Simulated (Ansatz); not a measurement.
# ClFISn radical: up Jacob's ladder to CCSD(T)

An exercise on one series of results from a longer session: the logs are not shown, and one member is left open.

Method: functionals in def2-TZVPP, the program's frozen cores in correlated methods; program: Ansatz 0.2.0, Gaussian basis.

Plan: LDA (SPW92), PBE-D4, revPBE-D4, BLYP-D4, r2SCAN-D4, B97M-V, PBE0-D4, B3LYP-D4, r2SCANh-D4, r2SCAN0-D4, HSE06-D4, BHLYP-D4, CAM-B3LYP-D4, LC-ωPBE, ωB97X-V, ωB97M-V, B2PLYP, PBE-QIDH; CCSD(T)/def2-SVP; CCSD(T)/def2-TZVPP; MP2/def2-QZVPP; extrapolation to the limit; RPA on PBE.

**Structure used throughout**

All runs share one geometry, relaxed beforehand with PBE0-D4 in a triple-zeta def2 set. Sn, I take the def2 core potential; no spin-orbit term is included.

4 atoms, charge 0, spin multiplicity 2.

Atoms are counted from 1 here; the program's logs count them from 0.

Bond lengths: F1–Sn2 1.920 Å, Sn2–Cl3 2.333 Å, Sn2–I4 2.701 Å. Angles: F1–Sn2–Cl3 103.2°, F1–Sn2–I4 107.0°, Cl3–Sn2–I4 111.7°.

Set-up of the first run:

in.yaml reads:

```yaml
crystal:
  periodic: [false, false, false]
  atoms:
    - {symbol: F, position_ang: [-1.114120, -0.698231, 1.333392]}
    - {symbol: Sn, position_ang: [0.134360, 0.447636, 0.430445]}
    - {symbol: Cl, position_ang: [2.007107, -0.916397, 0.160031]}
    - {symbol: I, position_ang: [-0.971848, 1.106692, -1.944168]}
basis:
  gaussian: {orbitals: def2-TZVPP}
magnetization: {spin_polarized: true, initial_magnetization: 1}
hamiltonian: {xc: lda}
output: {orbitals: {seedname: orbitals}}
```

Command:

```console
$ ansatz run in.yaml --threads 4 --pin off --events-out ev --progress --plain --max-ram 10444MiB
```

Among the steps run: LDA; PBE-D4 (GGA); revPBE-D4 (GGA); BLYP-D4 (GGA); r2SCAN-D4 (meta-GGA); B97M-V (meta-GGA); B3LYP-D4 (hybrid); r2SCANh-D4 (hybrid); r2SCAN0-D4 (hybrid); HSE06-D4 (hybrid); BHLYP-D4 (hybrid); CAM-B3LYP-D4 (range-separated); LC-ωPBE (range-separated); ωB97X-V (range-separated); ωB97M-V (range-separated); B2PLYP (double hybrid); PBE-QIDH (double hybrid).

One table of the session follows, with a row left open; its other results are not shown here.

It belongs to the step «Frontier levels by functional». 

| functional | HOMO (eV) | LUMO (eV) | gap (eV) |
| --- | --- | --- | --- |
| LDA (SPW92) | -6.63 | -6.12 | 0.51 |
| PBE-D4 | -6.48 | -5.76 | 0.72 |
| revPBE-D4 | -6.43 | -5.64 | 0.79 |
| BLYP-D4 | -6.31 | -5.72 | 0.58 |
| r2SCAN-D4 | -6.88 | -5.61 | 1.27 |
| B97M-V | -6.66 | -5.73 | 0.92 |
| PBE0-D4 | -7.58 | -5.06 | 2.52 |
| B3LYP-D4 | -7.34 | -5.37 | 1.98 |
| r2SCANh-D4 | -7.28 | -5.34 | 1.94 |
| r2SCAN0-D4 | -7.89 | -4.92 | 2.97 |
| HSE06-D4 | -7.20 | -5.42 | 1.78 |
| BHLYP-D4 | ? | ? | ? |
| CAM-B3LYP-D4 | -8.75 | -4.22 | 4.53 |
| LC-ωPBE | -10.02 | -2.96 | 7.06 |
| ωB97X-V | -9.60 | -3.26 | 6.34 |
| ωB97M-V | -9.52 | -3.34 | 6.19 |

Estimate the missing values for BHLYP-D4.

Worked estimate for «HOMO (eV)». Against the share of exact exchange, BLYP-D4 (0, -6.31), B3LYP-D4 (0.2, -7.34) give a slope of -5.15 per unit share; at 0.5 the line stands at -8.88.

As computed: HOMO (eV): -8.51; LUMO (eV): -4.33; gap (eV): 4.18. In «HOMO (eV)» the line misses by -0.37.
